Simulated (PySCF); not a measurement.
# CH10Si3: a look at the electrons

Aim: take CH10Si3 and analyse its density (charges, bond critical points, surface potential), see where an electron leaves and enters and measure its response to a uniform field.

Program: PySCF 2.14.0. Level of theory: levels as typed in each script, gas phase, geometry from GFN2-xTB. These are calculated values, not measurements.

## (1) The starting structure

SMILES `[SiH3]C([SiH3])[SiH3]`, 14 atoms, charge 0, spin multiplicity 1.

Bond lengths: Si1–C2 1.903 Å, Si1–H5 1.467 Å, Si1–H6 1.464 Å, Si1–H7 1.467 Å, C2–Si3 1.902 Å, C2–Si4 1.903 Å, C2–H8 1.095 Å, Si3–H9 1.464 Å, Si3–H10 1.467 Å, Si3–H11 1.467 Å, Si4–H12 1.464 Å, Si4–H13 1.467 Å, Si4–H14 1.467 Å. Angles: C2–Si1–H5 110.1°, C2–Si1–H6 110.3°, C2–Si1–H7 110.1°, H5–Si1–H6 109.1°, H5–Si1–H7 108.3°, H6–Si1–H7 109.1°, Si1–C2–Si3 112.4°, Si1–C2–Si4 112.4°, Si1–C2–H8 106.4°, Si3–C2–Si4 112.4°, Si3–C2–H8 106.4°, Si4–C2–H8 106.4°, C2–Si3–H9 110.3°, C2–Si3–H10 110.1°, C2–Si3–H11 110.1°, H9–Si3–H10 109.1°, H9–Si3–H11 109.1°, H10–Si3–H11 108.3° and more.

As a file:

```tsv
atom	x (Å)	y (Å)	z (Å)
Si1	-0.4009	-1.7808	-0.0625
C2	0.0001	0.0000	0.4739
Si3	1.7426	0.5432	-0.0625
Si4	-1.3417	1.2376	-0.0625
H5	-1.7097	-2.1823	0.4639
H6	-0.4226	-1.8773	-1.5233
H7	0.6093	-2.7045	0.4639
H8	0.0000	0.0001	1.5690
H9	1.8370	0.5727	-1.5233
H10	2.7448	-0.3895	0.4639
H11	2.0375	1.8799	0.4638
H12	-1.4145	1.3046	-1.5233
H13	-2.6468	0.8246	0.4638
H14	-1.0351	2.5718	0.4639
```

## (2) Density, bond paths and surface potential (B3LYP/def2-svpd)

Contents of input.py:

```python
import numpy as np
from pyscf import gto, scf, dft
from pyscf.scf import atom_ks, atom_hf
from scipy.linalg import block_diag

def solve(mol, dm0=None, hcore=None):
    mf = (dft.UKS if mol.spin else dft.RKS)(mol, xc='b3lyp')
    mf.grids.level = 3
    mf = mf.density_fit(auxbasis='def2-universal-jkfit')
    mf.conv_tol, mf.max_cycle = 1e-8, 80
    if hcore is not None:
        mf.get_hcore = lambda *args: hcore
    mf.kernel(dm0)
    if not mf.converged:
        mf = mf.newton().run(mf.mo_coeff, mf.mo_occ, max_cycle=30)
    assert mf.converged, 'SCF not converged'
    return mf

mol = gto.M(atom='''
Si    -0.40092    -1.78075    -0.06252
C      0.00008    -0.00001     0.47393
Si     1.74262     0.54317    -0.06252
Si    -1.34172     1.23757    -0.06251
H     -1.70970    -2.18231     0.46387
H     -0.42261    -1.87726    -1.52333
H      0.60928    -2.70448     0.46392
H      0.00000     0.00009     1.56902
H      1.83704     0.57266    -1.52333
H      2.74477    -0.38949     0.46386
H      2.03753     1.87990     0.46376
H     -1.41448     1.30462    -1.52331
H     -2.64682     0.82460     0.46377
H     -1.03509     2.57178     0.46388
''', basis='def2-svpd', charge=0, spin=0, verbose=4)
mf = solve(mol)
mf.analyze()
# spherically averaged free atoms, for the promolecule
atm = atom_ks.get_atm_nrks(mol, xc='b3lyp')
pro = block_diag(*[(atm[a[0]][2] * atm[a[0]][3]) @ atm[a[0]][2].T for a in mol._atom])
np.savez('result.npz', e=mf.e_tot, c=mf.mo_coeff, occ=mf.mo_occ, eps=mf.mo_energy, pro=pro, dip=mf.dip_moment(verbose=0), s2=mf.spin_square()[0])
```

On the command line:

```
OMP_NUM_THREADS=1 python input.py
```

## (4) Removing and adding an electron (B3LYP/def2-svpd)

Contents of input.py:

```python
import numpy as np
from pyscf import gto, scf, dft
from pyscf.scf import atom_ks, atom_hf
from scipy.linalg import block_diag

def solve(mol, dm0=None, hcore=None):
    mf = (dft.UKS if mol.spin else dft.RKS)(mol, xc='b3lyp')
    mf.grids.level = 3
    mf = mf.density_fit(auxbasis='def2-universal-jkfit')
    mf.conv_tol, mf.max_cycle = 1e-8, 80
    if hcore is not None:
        mf.get_hcore = lambda *args: hcore
    mf.kernel(dm0)
    if not mf.converged:
        mf = mf.newton().run(mf.mo_coeff, mf.mo_occ, max_cycle=30)
    assert mf.converged, 'SCF not converged'
    return mf

mol = gto.M(atom='''
Si    -0.40092    -1.78075    -0.06252
C      0.00008    -0.00001     0.47393
Si     1.74262     0.54317    -0.06252
Si    -1.34172     1.23757    -0.06251
H     -1.70970    -2.18231     0.46387
H     -0.42261    -1.87726    -1.52333
H      0.60928    -2.70448     0.46392
H      0.00000     0.00009     1.56902
H      1.83704     0.57266    -1.52333
H      2.74477    -0.38949     0.46386
H      2.03753     1.87990     0.46376
H     -1.41448     1.30462    -1.52331
H     -2.64682     0.82460     0.46377
H     -1.03509     2.57178     0.46388
''', basis='def2-svpd', charge=0, spin=0, verbose=4)
mf = solve(mol)
out = dict(e0=mf.e_tot, dm0=mf.make_rdm1(), c=mf.mo_coeff, occ=mf.mo_occ, eps=mf.mo_energy)
for name, dq, spin in [('cation', 1, 1)]:
    ion = mol.copy().set(charge=mol.charge + dq, spin=spin).build()
    mi = solve(ion)
    if spin and dq > 0 and mol.nao < 130:
        c, _, stable, _ = mi.stability(return_status=True)
        if not stable:
            mi = solve(ion, mi.make_rdm1(c, mi.mo_occ))
    print(name, 'vertical energy change / eV', (mi.e_tot - mf.e_tot) * 27.211386)
    out.update({'e_' + name: mi.e_tot, 'dm_' + name: mi.make_rdm1(), 's2_' + name: mi.spin_square()[0], 'eps_' + name: mi.mo_energy, 'occ_' + name: mi.mo_occ})
# spherically averaged free atoms, for the promolecule
atm = atom_ks.get_atm_nrks(mol, xc='b3lyp')
pro = block_diag(*[(atm[a[0]][2] * atm[a[0]][3]) @ atm[a[0]][2].T for a in mol._atom])
np.savez('result.npz', pro=pro, **out)
```

## (5) Response to an electric field (B3LYP/def2-svpd)

Contents of input.py:

```python
import numpy as np
from pyscf import gto, scf, dft
from pyscf.scf import atom_ks, atom_hf
from scipy.linalg import block_diag

def solve(mol, dm0=None, hcore=None):
    mf = (dft.UKS if mol.spin else dft.RKS)(mol, xc='b3lyp')
    mf.grids.level = 3
    mf = mf.density_fit(auxbasis='def2-universal-jkfit')
    mf.conv_tol, mf.max_cycle = 1e-8, 80
    if hcore is not None:
        mf.get_hcore = lambda *args: hcore
    mf.kernel(dm0)
    if not mf.converged:
        mf = mf.newton().run(mf.mo_coeff, mf.mo_occ, max_cycle=30)
    assert mf.converged, 'SCF not converged'
    return mf

mol = gto.M(atom='''
Si    -0.40092    -1.78075    -0.06252
C      0.00008    -0.00001     0.47393
Si     1.74262     0.54317    -0.06252
Si    -1.34172     1.23757    -0.06251
H     -1.70970    -2.18231     0.46387
H     -0.42261    -1.87726    -1.52333
H      0.60928    -2.70448     0.46392
H      0.00000     0.00009     1.56902
H      1.83704     0.57266    -1.52333
H      2.74477    -0.38949     0.46386
H      2.03753     1.87990     0.46376
H     -1.41448     1.30462    -1.52331
H     -2.64682     0.82460     0.46377
H     -1.03509     2.57178     0.46388
''', basis='def2-svpd', charge=0, spin=0, verbose=4)
field = np.array([0.004, 0.0, 0.0])  # atomic units
mol.set_common_orig(mol.atom_charges() @ mol.atom_coords() / mol.atom_charges().sum())
mf = solve(mol)
out = dict(dm0=mf.make_rdm1(), d0=mf.dip_moment(unit='AU'), e0=mf.e_tot)
for name, sign in (('p', 1), ('m', -1)):
    h = mf.get_hcore() + sign * np.einsum('x,xij->ij', field, mol.intor('int1e_r'))
    mi = solve(mol, mf.make_rdm1(), h)
    out.update({'dm' + name: mi.make_rdm1(), 'd' + name: mi.dip_moment(unit='AU'), 'e' + name: mi.e_tot})
# spherically averaged free atoms, for the promolecule
atm = atom_ks.get_atm_nrks(mol, xc='b3lyp')
pro = block_diag(*[(atm[a[0]][2] * atm[a[0]][3]) @ atm[a[0]][2].T for a in mol._atom])
np.savez('result.npz', pro=pro, **out)
```

(Steps that only read results are left out.)

Before running it: what results should come out? Wanted: dipole moment; HOMO, LUMO; polarisability along the field.

The runs gave:

| quantity | value |
| --- | --- |
| dipole moment (B3LYP/def2-svpd) | 0.54 D |
| HOMO, LUMO (B3LYP/def2-svpd) | -8.49, -0.24 eV |
| polarisability along the field (B3LYP/def2-svpd) | 102.0 bohr³ |

What this shows: At B3LYP/def2-svpd: The highest Hirshfeld charge is on Si1, Si3 and Si4 (+0.33 e), the lowest on C2 (−0.27 e). All values hold at the given geometry, in the gas phase.
